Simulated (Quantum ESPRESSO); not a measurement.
Wanted: the native input for a Quantum ESPRESSO 7.5 run.

| Property | Result |
| --- | --- |
| Task | work function |
| Functional | PBE |
| Potentials or basis | PseudoDojo 0.4.1 SR PBE standard |
| Cutoff | 762 eV |
| Density cutoff | 3048 eV |
| k mesh | 9 × 9 × 1 |
| Occupations | fermi-dirac, width 0.05 eV |
| Spin | no spin polarisation |
| Boundary across the vacuum | none |
| Mixing mode | local-TF |
| Mixing beta | 0.3 |
| Most SCF iterations | 150 |
| SCF threshold | 4e-09 Ry |

Slab: Pb, a slab with vacuum.

```xyz
4
Lattice="3.4928 0.0000 0.0000 -1.7464 3.0249 0.0000 0.0000 0.0000 23.5556" Properties=species:S:1:pos:R:3 pbc="T T T"
Pb    1.7464    1.0083    7.5000
Pb    0.0000    2.0166   10.3519
Pb    0.0000    0.0000   13.2038
Pb    1.7464    1.0083   16.0556
```

One way to write it, as run:

pw.in

```
&CONTROL
  calculation = 'scf'
  prefix = 'pwscf'
  outdir = './tmp'
  pseudo_dir = './pseudo'
  tprnfor = .true.
  disk_io = 'low'
/
&SYSTEM
  ibrav = 0
  nat = 4
  ntyp = 1
  ecutwfc = 56
  nbnd = 38
  occupations = 'smearing'
  smearing = 'fd'
  degauss = 0.00367493
/
&ELECTRONS
  conv_thr = 4d-09
  electron_maxstep = 150
  mixing_beta = 0.3
  mixing_mode = 'local-TF'
/
ATOMIC_SPECIES
Pb   207.2000 Pb.upf
CELL_PARAMETERS angstrom
   3.4928246563    0.0000000000    0.0000000000
  -1.7464123282    3.0248748834    0.0000000000
   0.0000000000    0.0000000000   23.5556381691
ATOMIC_POSITIONS crystal
Pb     0.6666666667    0.3333333333    0.3183951097
Pb     0.3333333333    0.6666666667    0.4394650366
Pb     0.0000000000    0.0000000000    0.5605349634
Pb     0.6666666667    0.3333333333    0.6816048903
K_POINTS automatic
9 9 1 0 0 0
```

pp_density.in

```
&INPUTPP
  prefix = 'pwscf'
  outdir = './tmp'
  filplot = 'density.dat'
  plot_num = 0
/
&PLOT
  nfile = 1
  filepp(1) = 'density.dat'
  iflag = 3
  output_format = 6
  fileout = 'density.cube'
/
```

pp_potential.in

```
&INPUTPP
  prefix = 'pwscf'
  outdir = './tmp'
  filplot = 'potential.dat'
  plot_num = 11
/
&PLOT
  nfile = 1
  filepp(1) = 'potential.dat'
  iflag = 3
  output_format = 6
  fileout = 'potential.cube'
/
```

pp_elf.in

```
&INPUTPP
  prefix = 'pwscf'
  outdir = './tmp'
  filplot = 'elf.dat'
  plot_num = 8
/
&PLOT
  nfile = 1
  filepp(1) = 'elf.dat'
  iflag = 3
  output_format = 6
  fileout = 'elf.cube'
/
```

Potentials or basis: PseudoDojo 0.4.1 SR PBE standard.

Command:

```sh
$ OMP_NUM_THREADS=1 pw.x -in pw.in > pw.out
$ OMP_NUM_THREADS=1 pp.x -in pp_density.in > pp_density.out
$ OMP_NUM_THREADS=1 pp.x -in pp_potential.in > pp_potential.out
$ OMP_NUM_THREADS=1 pp.x -in pp_elf.in > pp_elf.out
```

It gave:

The largest force is 0.301 eV/Å and the band gap on the k mesh is none (metal or under the smearing width). The work function of the upper face is 3.74 eV. The work function of the lower face is 3.74 eV.

Run time: 2.1 min on 1 thread of Arm Neoverse V2 (shared host), peak memory 0.24 GiB.
